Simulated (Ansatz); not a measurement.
# CH5BF2Si: rotation by 120° about the C4–Si5 bond, part 2 of 2

How high is the barrier for the rotation by 120° about the C4–Si5 bond? Relax the two ends, then run a nudged elastic band between them. SMILES of the start: FB(F)C[SiH3].

Ansatz 0.2.0; RKS r2SCAN-D4/def2-SVP.

### 7 The band again, with other settings

crystal.atoms is end A as relaxed above, and neb.final_atoms is end B, turned to lie on A. With 8 inner images the band has 10 in all.

Input file input.yaml:

```yaml
crystal:
  periodic: [false, false, false]
  atoms:
    - { symbol: F, position_ang: [1.49619, -1.610677, -1.107195] }
    - { symbol: B, position_ang: [0.251243, -1.353483, -0.723915] }
    - { symbol: F, position_ang: [-0.464823, -2.39655, -0.321251] }
    - { symbol: C, position_ang: [-0.316986, 0.08828, -0.701211] }
    - { symbol: Si, position_ang: [0.024659, 0.935977, 0.9591] }
    - { symbol: H, position_ang: [-1.410168, 0.085488, -0.842876] }
    - { symbol: H, position_ang: [0.150433, 0.710443, -1.482015] }
    - { symbol: H, position_ang: [-0.600316, 0.156381, 2.06865] }
    - { symbol: H, position_ang: [-0.543377, 2.316624, 0.95559] }
    - { symbol: H, position_ang: [1.496244, 1.016417, 1.198123] }
basis:
  gaussian: { orbitals: def2-SVP }
hamiltonian:
  xc: r2scan
  dispersion: d4
neb:
  order_check: false
  images: 8
  f_tol: 0.05
  max_iterations: 60
  initial_path: idpp
  climbing: false
  final_atoms:
    - { symbol: F, position_ang: [1.50747464, -0.94269138, -1.69408754] }
    - { symbol: B, position_ang: [0.48017145, -1.18363918, -0.8885138] }
    - { symbol: F, position_ang: [0.41513346, -2.40598861, -0.37483599] }
    - { symbol: C, position_ang: [-0.55514235, -0.08717245, -0.53083361] }
    - { symbol: Si, position_ang: [-0.00147649, 0.91586672, 0.9785721] }
    - { symbol: H, position_ang: [-1.53319191, -0.53140824, -0.28344478] }
    - { symbol: H, position_ang: [-0.67853692, 0.62626429, -1.36229319] }
    - { symbol: H, position_ang: [-1.02384294, 1.95239115, 1.30893174] }
    - { symbol: H, position_ang: [1.29931557, 1.59077813, 0.69346707] }
    - { symbol: H, position_ang: [0.17319448, 0.01449958, 2.15603799] }
```

Started as:

```bash
ansatz run input.yaml --threads 2 --pin off --max-ram 3072MiB --backend cpu --events-out ev --progress --plain --runs-dir out
```

What it wrote, cut to the lines that bear on the results:

```text
Warning: RAYON_NUM_THREADS=2 ignored (pool sized by the plan → 2); use --threads N
[...]
Functional definition: r2SCAN
[...]
1094 factors; their error is unknown
[...]
mean field -15097.65760585 eV, -554.8286834550 hartree, gradient 1.2e-5 eV, S^2 0.000000; 0 other end points of the search recorded, 0 dependent functions left out
[...]
reference -15097.65761596 eV, -554.8286838267 hartree; 24, 24 occupied and 75, 75 virtual orbitals, 1094 factors
1094 factors; their error is unknown
[...]
mean field -15097.65758164 eV, -554.8286825656 hartree, gradient 1.1e-5 eV, S^2 0.000000; 0 other end points of the search recorded, 0 dependent functions left out
[...]
reference -15097.65759167 eV, -554.8286829341 hartree; 24, 24 occupied and 75, 75 virtual orbitals, 1094 factors
NEB end point (image 0): max|allowed force component| = 1.433e-2 eV/Å (the criterion of neb.relax_end_points is 1.000e-2)
[...]
Atom 0 at     1.606850    -0.770014    -1.688334 Å, force     0.010136    -0.016318     0.003816 eV/Å
Atom 1 at     0.551203    -1.099662    -0.953879 Å, force    -0.023479     0.042214     0.031681 eV/Å
Atom 2 at     0.498682    -2.356629    -0.529790 Å, force     0.024102    -0.000942    -0.009572 eV/Å
Atom 3 at    -0.534233    -0.062346    -0.568178 Å, force    -0.018217    -0.019781    -0.042262 eV/Å
Atom 4 at    -0.068469     0.838102     1.043901 Å, force     0.009116     0.009855     0.021221 eV/Å
Atom 5 at    -1.505251    -0.556354    -0.407092 Å, force     0.000294    -0.001089     0.001876 eV/Å
Atom 6 at    -0.646267     0.701671    -1.353560 Å, force    -0.010063    -0.002200     0.000906 eV/Å
Atom 7 at    -1.178989     0.729333     2.035077 Å, force     0.003336     0.006805    -0.001750 eV/Å
Atom 8 at     0.199347     2.280390     0.769984 Å, force     0.009900    -0.006794    -0.000082 eV/Å
Atom 9 at     1.160226     0.244408     1.654871 Å, force    -0.005124    -0.011749    -0.005833 eV/Å
Dipole moment:    -0.282833     0.198841     0.004762 e Å
this run last wrote the band of iteration 5 to <dir>
```

It took 2.3 min on 2 threads of Arm Neoverse V2, shared host; peak memory 0.15 GiB.

### 8 Images and barrier

The 8 inner images lie between the fixed ends 0 and 9. Energy is taken from image 0, and the path length is the program's own coordinate along the band.

| image | path (Å) | energy (eV) | dihedral B2–C4–Si5–H10 (°) | band force (eV/Å) |
| --- | --- | --- | --- | --- |
| 0 | 0.000 | 0.0000 | 60 | - |
| 1 | 0.461 | 0.0066 | 47 | 0.035 |
| 2 | 0.922 | 0.0253 | 34 | 0.044 |
| 3 | 1.383 | 0.0475 | 21 | 0.045 |
| 4 | 1.844 | 0.0632 | 7 | 0.044 |
| 5 | 2.305 | 0.0639 | -6 | 0.043 |
| 6 | 2.766 | 0.0492 | -19 | 0.043 |
| 7 | 3.227 | 0.0272 | -33 | 0.039 |
| 8 | 3.688 | 0.0078 | -46 | 0.033 |
| 9 | 4.149 | 0.0000 | -59 | - |

image, energy (eV) and a bar:
```
        0      0.000 
        1      0.007 ###
        2      0.025 ############
        3      0.047 ######################
        4      0.063 ##############################
        5      0.064 ##############################
        6      0.049 #######################
        7      0.027 #############
        8      0.008 ####
        9      0.000
```

### 9 Outcome

The summary covers parts 1 to 2.

```
                                quantity                                                                    value
                                   end A                                                 10 moves, 1.093 eV lower
                                   end B                                                 10 moves, 1.086 eV lower
            first band: barrier forwards                                                                 0.065 eV
           first band: barrier backwards                                                                 0.065 eV
first band: second end relative to first                                                                 0.000 eV
               first band: highest image                                                    3 of 0 to 6, climbing
             first band: band iterations                                                                        5
              imaginary modes at the top                                                                136i cm⁻¹
                             second band  top 0.064 eV above image 0, 5 iterations, 8 inner images, none climbing
             time, first and second band                                                         90 s and 2.3 min
```

**Reading.** In the first band: the barrier from the first end is 0.065 eV, 2.5 times kT at 300 K. The two ends lie within 1 meV of each other. The listed dihedral goes from 60° at end A through 0° at the highest image to -59° at end B. One imaginary mode, as a first-order saddle point has. The second band's top lies 1 meV below the first's, so the changed settings hardly move the height. These are electronic energies, with no zero-point or thermal terms.
